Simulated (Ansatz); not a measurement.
# Na: the cost of one run

Computed with Ansatz 0.2.0 (DFT PBEsol, scalar-relativistic, unless a step's input says otherwise).

## 1. The system as given

It takes space group P6_3/mmc (No. 194, hexagonal). The conventional cell has a = 3.767 Å, b = 3.767 Å, c = 6.154 Å, α = 90.00°, β = 90.00°, γ = 120.00°. Na (site symmetry -6m2) is surrounded by 12 Na at 3.77 Å.

Coordinates:

```cif
data_structure
_symmetry_space_group_name_H-M 'P6_3/mmc'
_symmetry_Int_Tables_number 194
_cell_length_a 3.7670
_cell_length_b 3.7670
_cell_length_c 6.1540
_cell_angle_alpha 90.000
_cell_angle_beta 90.000
_cell_angle_gamma 120.000
_cell_volume 75.63
loop_
_atom_site_label
_atom_site_type_symbol
_atom_site_symmetry_multiplicity
_atom_site_Wyckoff_symbol
_atom_site_fract_x
_atom_site_fract_y
_atom_site_fract_z
_atom_site_occupancy
Na1 Na 2 c 0.33333 0.66667 0.25000 1
```

The file gives the conventional cell by its symmetry; the runs use the cell typed in the input.

Atoms are numbered in the order of the input: Na1, Na2.

## 2. The deformed structure

Space group P6_3/mmc before, P-1 after.

## 3. All-electron LAPW

The input, input.yaml:

```yaml
crystal:
  lattice:
    - [3.7670009976, 0.03767001, 0.03767001]
    - [-1.8508773132, 3.243483555, 0.0137881806]
    - [0.06154, 0.06154, 6.154]
  atoms:
    - { symbol: Na, position: [0.3333333333, 0.6666666667, 0.25] }
    - { symbol: Na, position: [0.6666666667, 0.3333333333, 0.75] }
kpoints:
  mp_grid: { grid: [13, 13, 7] }
  band_path:
    path:
      - [0.0, 0.0, 0.0]
      - [0.0, -0.5, 0.0]
      - [0.0, 0.0, 0.5]
      - [0.0, 0.0, 0.0]
      - [-0.5, 0.0, 0.0]
      - [-0.5, 0.5, -0.5]
      - [0.0, 0.0, 0.0]
      - [-0.5, 0.0, -0.5]
      - [-0.5, 0.5, 0.0]
    npoints: 5
scf:
  occupations: { method: fermi_dirac, width: 0.05 }
hamiltonian:
  xc: pbesol
  pseudopotentials: { kind: all_electron, lapw: { basis_error: 0.00025 } }
output:
  forces: true
  stress: true
  eigenvalues: true
```

The run is started by

```
> ansatz run input.yaml --threads 1 --pin off --max-ram 3072MiB --backend cpu --events-out ev --progress --plain --runs-dir out
```

What time and memory should one allow on 1 thread of Arm Neoverse V2, shared host?

About 36 s, with a peak of 0.59 GiB.
